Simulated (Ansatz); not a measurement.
# CsRe3: the cost of one run

Method: DFT PBE, scalar-relativistic, plane waves, PAW, in Ansatz 0.2.0.

### Step 1. The structure to begin with

The structure is tetragonal, space group P4/mmm (No. 123). The conventional cell has a = 4.406 Å, b = 4.406 Å, c = 4.360 Å, α = 90.00°, β = 90.00°, γ = 90.00°. Cs (site symmetry 4/mmm) is surrounded by 12 Re at 3.10 to 3.12 Å. Re (site symmetry mmm) has 4 Cs at 3.10 Å and 8 Re at 3.10 to 3.12 Å as nearest neighbours. Re (site symmetry 4/mmm) has 8 Re at 3.10 Å and 4 Cs at 3.12 Å as nearest neighbours.

Coordinates:

```cif
data_structure
_symmetry_space_group_name_H-M 'P 1'
_symmetry_Int_Tables_number 1
_cell_length_a 4.4057
_cell_length_b 4.4057
_cell_length_c 4.3604
_cell_angle_alpha 90.000
_cell_angle_beta 90.000
_cell_angle_gamma 90.000
_cell_volume 84.64
loop_
_atom_site_label
_atom_site_type_symbol
_atom_site_fract_x
_atom_site_fract_y
_atom_site_fract_z
_atom_site_occupancy
Cs1 Cs 0.00000 0.00000 0.00000 1
Re1 Re 0.00000 0.50000 0.50000 1
Re2 Re 0.50000 0.00000 0.50000 1
Re3 Re 0.50000 0.50000 0.00000 1
```

This is candidate A: Cu3Pd type (P4/mmm, No. 123).

(A quick probe on a coarse mesh, which set the mesh and smearing, is not shown.)

### Step 3. A loose first relaxation (candidate A)

input.yaml

```yaml
crystal:
  lattice:
    - [4.4056835171, 0.0, 0.0]
    - [0.0, 4.4056835171, 0.0]
    - [0.0, 0.0, 4.3603992397]
  atoms:
    - { symbol: Cs, position: [0.0, 0.0, 0.0] }
    - { symbol: Re, position: [0.0, 0.5, 0.5] }
    - { symbol: Re, position: [0.5, 0.0, 0.5] }
    - { symbol: Re, position: [0.5, 0.5, 0.0] }
basis:
  ecutwfc: 420
kpoints:
  mp_grid: { grid: [4, 4, 4] }
hamiltonian:
  xc: pbe
scf:
  occupations: { method: gaussian, width: 0.1 }
  lower_state_search: "off"
output:
  forces: true
  stress: true
  eigenvalues: true
relax:
  adjacent_minimum: "off"
  f_tol: 0.04
  max_steps: 70
  cell: { stress_tol: 0.4 }
```

Started as:

```bash
ansatz run input.yaml --threads 1 --pin off --max-ram 2560MiB --backend cpu --events-out ev --progress --plain --runs-dir out
```

What time and memory should one allow on 1 thread of Intel Xeon 6975P-C (Granite Rapids), shared host?

About 23 s, with a peak of 0.4 GiB.
